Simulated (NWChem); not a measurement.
# CH6BFGe (SMILES C[B](F)[GeH3]): levels of theory compared

Aim: a comparison of 4 runs (HF/STO-3G, HF/3-21G, B3LYP/6-31G*) of CH6BFGe. 

Program for the calculation: NWChem 7.3.0.

## Step 1: The structure to begin with

The species is CH6BFGe (10 atoms), meant as a singlet with charge 0. As SMILES, `C[B](F)[GeH3]`. Geometry: relaxed at PBE0-D4/def2-TZVP.

Bond lengths: C1–B2 1.555 Å, B2–F3 1.329 Å, B2–Ge4 2.089 Å, C1–H5 1.096 Å, C1–H6 1.092 Å, C1–H7 1.096 Å, Ge4–H8 1.540 Å, Ge4–H9 1.540 Å, Ge4–H10 1.540 Å. Some angles: C1–B2–F3 119.3°, C1–B2–Ge4 124.4°, F3–B2–Ge4 116.3°, B2–C1–H5 110.1°, B2–C1–H6 113.6°, B2–C1–H7 109.6°, B2–Ge4–H8 111.0°, B2–Ge4–H9 112.1°, B2–Ge4–H10 111.0°, H5–C1–H6 109.2°.

## Step 2: Energy and gradient at HF/STO-3G (run 1)

Contents of ch6bfge.nw:

```
start ch6bfge
title "CH6BFGe gradient"
memory stack 880 mb heap 220 mb global 1100 mb
geometry units au noautosym nocenter noautoz
   C  -0.43614879  2.06433682 -2.20360963
   B   0.87872265 -0.29082885 -1.03651478
   F   2.66413589 -1.47719891 -2.34401628
   Ge  0.03155843 -1.78446838  2.51881595
   H  -0.25397919  3.68477697 -0.92709964
   H   0.29196269  2.58136589 -4.06385603
   H  -2.47459636  1.72248536 -2.34874060
   H  -0.86436073 -4.54516927  2.30414306
   H  -2.05980148 -0.27703385  3.86808040
   H   2.37954314 -1.77501975  4.23865570
end
basis "ao basis" spherical bse
   * library STO-3G
end
scf
   thresh 1e-08
   maxiter 80
end
task scf gradient
```

The run is started by

```
$ nwchem ch6bfge.nw > ch6bfge.out
```

The log of the run:

```text
[...]
  functions       =    39
[...]
  wavefunction    = RHF
[...]
         Total SCF energy =  -2215.134924349938
      One-electron energy =  -3584.218998557531
      Two-electron energy =   1130.026030331544
 Nuclear repulsion energy =    239.058043876049
        Time for solution =      4.5s
[...]
                         RHF ENERGY GRADIENTS
    atom               coordinates                        gradient
                 x          y          z           x          y          z
   1 C      -0.436149   2.064337  -2.203610    0.017082  -0.020749   0.002886
   2 B       0.878723  -0.290829  -1.036515   -0.029045   0.040329  -0.009125
   3 F       2.664136  -1.477199  -2.344016    0.020463  -0.016498  -0.010891
   4 Ge      0.031558  -1.784468   2.518816    0.008158   0.009678  -0.027675
   5 H      -0.253979   3.684777  -0.927100   -0.001863   0.005519   0.007487
   6 H       0.291963   2.581366  -4.063856    0.003394   0.000739  -0.006659
   7 H      -2.474596   1.722485  -2.348741   -0.009104  -0.000956   0.002794
   8 H      -0.864361  -4.545169   2.304143   -0.012464  -0.039097  -0.002604
   9 H      -2.059801  -0.277034   3.868080   -0.029648   0.021284   0.019274
  10 H       2.379543  -1.775020   4.238656    0.033028  -0.000250   0.024514
[...]
```

It took 7.2 s on 1 thread of Intel Xeon Platinum 8259CL at 2.50GHz (Skylake/Cascade Lake), shared host; peak memory 0.099 GiB.

## Step 3: Energy and gradient at HF/3-21G (run 2)

Contents of ch6bfge.xyz:

```xyz
10

C     -0.230800     1.092400    -1.166100
B      0.465000    -0.153900    -0.548500
F      1.409800    -0.781700    -1.240400
Ge     0.016700    -0.944300     1.332900
H     -0.134400     1.949900    -0.490600
H      0.154500     1.366000    -2.150500
H     -1.309500     0.911500    -1.242900
H     -0.457400    -2.405200     1.219300
H     -1.090000    -0.146600     2.046900
H      1.259200    -0.939300     2.243000
```

Contents of run.py:

```python
from ase.io import read
from ase.calculators.nwchem import NWChem

molecule = read('ch6bfge.xyz')

calc = NWChem(
    label='ch6bfge',
    theory='scf',
    memory='2200 mb',
    basis='3-21G',
    basispar='spherical bse',
    scf={'nopen': '0', 'rhf': None, 'thresh': '1e-08', 'maxiter': '80'},
)
molecule.calc = calc

forces = molecule.get_forces()
print("Total energy (eV):", round(molecule.get_potential_energy(), 6))
print("forces (eV/A):")
for s, f in zip(molecule.symbols, forces):
    print(f"{s:2s} {f[0]:10.5f} {f[1]:10.5f} {f[2]:10.5f}")
print("dipole (e A):", molecule.get_dipole_moment().round(4))
```

The run is started by

```
$ export ASE_NWCHEM_COMMAND="nwchem PREFIX.nwi > PREFIX.nwo"
$ python run.py
```

The log of the run:

```text
Total energy (eV): -60680.653484
forces (eV/A):
C    -0.27063    0.32067   -0.02062
B    -0.87063    0.54307    0.69589
F     1.07734   -0.75189   -0.73806
Ge   -0.00463   -0.11940    0.18214
H     0.01753   -0.09009   -0.18430
H    -0.12033   -0.02844    0.23531
H     0.17653    0.05698   -0.07826
H    -0.03296   -0.03188   -0.05764
H    -0.02962    0.05543   -0.03054
H     0.05734    0.04551   -0.00391
dipole (e A): [-0.1685  0.2368 -0.0591]
```

The calculator wrote ch6bfge.nwi:

```
title "ch6bfge"

permanent_dir ch6bfge

scratch_dir ch6bfge

start ch6bfge

geometry units angstrom nocenter noautosym noautoz
  C  -2.3080000000000001e-01 1.0924000000000000e+00 -1.1660999999999999e+00
  B  4.6500000000000002e-01 -1.5390000000000001e-01 -5.4849999999999999e-01
  F  1.4097999999999999e+00 -7.8169999999999995e-01 -1.2403999999999999e+00
  Ge 1.6700000000000000e-02 -9.4430000000000003e-01 1.3329000000000000e+00
  H  -1.3439999999999999e-01 1.9499000000000000e+00 -4.9059999999999998e-01
  H  1.5450000000000000e-01 1.3660000000000001e+00 -2.1505000000000001e+00
  H  -1.3095000000000001e+00 9.1149999999999998e-01 -1.2428999999999999e+00
  H  -4.5739999999999997e-01 -2.4051999999999998e+00 1.2193000000000001e+00
  H  -1.0900000000000001e+00 -1.4660000000000001e-01 2.0468999999999999e+00
  H  1.2592000000000001e+00 -9.3930000000000002e-01 2.2429999999999999e+00
end

memory 2200 mb

basis spherical bse noprint
   * library 3-21G
end

scf
  nopen 0
  rhf
  thresh 1e-08
  maxiter 80
end

task scf gradient
```

ch6bfge.nwo, shortened:

```text
[...]
      One-electron energy =  -3586.663631245646
[... 1 line left out ...]
 Nuclear repulsion energy =    239.058060961879
[... 47 lines left out ...]
                       ROHF Final Molecular Orbital Analysis
[... 219 lines left out ...]
     1   1 0 0     -0.318507      0.000000     23.782580
[...]
  wavefunction    =   RHF
                         RHF ENERGY GRADIENTS
    atom               coordinates                        gradient
                 x          y          z           x          y          z
   1 C      -0.436149   2.064337  -2.203609    0.005263  -0.006236   0.000401
   2 B       0.878723  -0.290829  -1.036515    0.016931  -0.010561  -0.013533
   3 F       2.664136  -1.477199  -2.344016   -0.020951   0.014622   0.014353
[... 6 lines of this table left out ...]
  10 H       2.379543  -1.775020   4.238655   -0.001115  -0.000885   0.000076
[...]
```

Run time: 9.3 s. Hardware: 1 thread of Intel Xeon Platinum 8259CL at 2.50GHz (Skylake/Cascade Lake), shared host; peak memory 0.1 GiB.

Run 3 isn't shown in full; the table further down has it.

## Step 4: Energy and gradient at B3LYP/6-31G(d) (Cartesian functions) (run 4)

Contents of work.nw:

```
echo
start work
memory total 2200 mb
charge 0

geometry units angstrom noautosym nocenter noautoz
 C    -0.230800    1.092400   -1.166100
 B     0.465000   -0.153900   -0.548500
 F     1.409800   -0.781700   -1.240400
 Ge    0.016700   -0.944300    1.332900
 H    -0.134400    1.949900   -0.490600
 H     0.154500    1.366000   -2.150500
 H    -1.309500    0.911500   -1.242900
 H    -0.457400   -2.405200    1.219300
 H    -1.090000   -0.146600    2.046900
 H     1.259200   -0.939300    2.243000
end

basis
 C library 6-31G*
 B library 6-31G*
 F library 6-31G*
 Ge library 6-31G*
 H library 6-31G*
end

dft
 xc b3lyp
 mult 1
 grid fine
 convergence energy 1e-08
 iterations 100
 mulliken
end

task dft gradient
```

The run is started by

```
$ nwchem work.nw > work.out
```

The log of the run, shortened:

```text
[...]
          Wavefunction type:  closed shell.
          No. of atoms     :    10
          No. of electrons :    58
[...]
          Charge           :     0
          Spin multiplicity:     1
[...]
          AO basis - number of functions:    92
[...]
              XC Information
              --------------
                         B3LYP Method XC Potential
                     Hartree-Fock (Exact) Exchange  0.200
                        Slater Exchange Functional  0.800 local
                    Becke 1988 Exchange Functional  0.720 non-local
              Lee-Yang-Parr Correlation Functional  0.810
                  VWN I RPA Correlation Functional  0.190 local
[...]
 d= 0,ls=0.0,diis     1  -2243.1556627177 -2.48D+03  1.18D-02  1.33D+00     4.6
[...]
 d= 0,ls=0.0,diis     8  -2243.2251734422 -1.04D-09  7.78D-06  8.79D-07    27.3
         Total DFT energy =    -2243.225173442222
      One electron energy =    -3597.802077697371
           Coulomb energy =     1216.776217812640
    Exchange-Corr. energy =     -101.257374519371
 Nuclear repulsion energy =      239.058060961880
[...]
      Total Density - Mulliken Population Analysis
     ---------------------------------------------
[...]
  wavefunction    = closed shell
                         DFT ENERGY GRADIENTS
    atom               coordinates                        gradient
                 x          y          z           x          y          z
   1 C      -0.436149   2.064337  -2.203609    0.001620  -0.001539  -0.000381
   2 B       0.878723  -0.290829  -1.036515   -0.000009   0.001013  -0.001539
   3 F       2.664136  -1.477199  -2.344016   -0.003377   0.002787   0.001702
   4 Ge      0.031558  -1.784468   2.518816   -0.000264  -0.001074   0.001985
   5 H      -0.253979   3.684777  -0.927100   -0.000185  -0.002284  -0.000753
   6 H       0.291963   2.581366  -4.063856   -0.000629  -0.000798   0.002065
   7 H      -2.474596   1.722485  -2.348740    0.002250  -0.000127   0.000787
   8 H      -0.864361  -4.545169   2.304143    0.000752   0.002621  -0.000276
   9 H      -2.059801  -0.277034   3.868080    0.001789  -0.000900  -0.001708
  10 H       2.379543  -1.775020   4.238655   -0.001947   0.000300  -0.001882
[...]
```

Wall time 43 s (1 thread of Intel Xeon Platinum 8259CL at 2.50GHz (Skylake/Cascade Lake), shared host); peak memory 0.13 GiB.

## Step 5: The series

```tsv
run	level	iteration cap	module	energy (Eh)	dipole moment (D)	HOMO energy (eV)	LUMO energy (eV)	wall time
1	HF/STO-3G	80	scf	-2215.134924	0.67	-8.52	7.30	7.2 s
2	HF/3-21G	80	scf	-2229.972903	1.42	-10.78	2.75	9.3 s
3	B3LYP/6-31G* (spherical functions)	100	dft	-2243.217921	–	–	–	68 s
4	B3LYP/6-31G* (Cartesian functions)	100	dft	-2243.225173	1.35	-7.46	-0.94	43 s
```

## Step 6: Results

| quantity | value |
| --- | --- |
| run 4: total energy | -2243.22517 Eh |
| run 4: dipole moment | 1.35 D |
| run 4: HOMO energy | -7.46 eV |
| run 4: LUMO energy | -0.94 eV |
| run 4: HOMO–LUMO gap | 6.52 eV |
| run 4: largest force on an atom | 0.242 eV/Å |

What this shows: Over runs 1, 2, 4 the dipole moment (its size) runs from 0.67 D (HF/STO-3G) to 1.42 D (HF/3-21G). Over runs 1, 2, 4 the HOMO–LUMO gap runs from 6.52 eV (B3LYP/6-31G*) to 15.82 eV (HF/STO-3G). The two ends differ in method and basis. In run 1 the basis is minimal, so the values are rough. All runs together took 2.1 min, the longest 68 s.
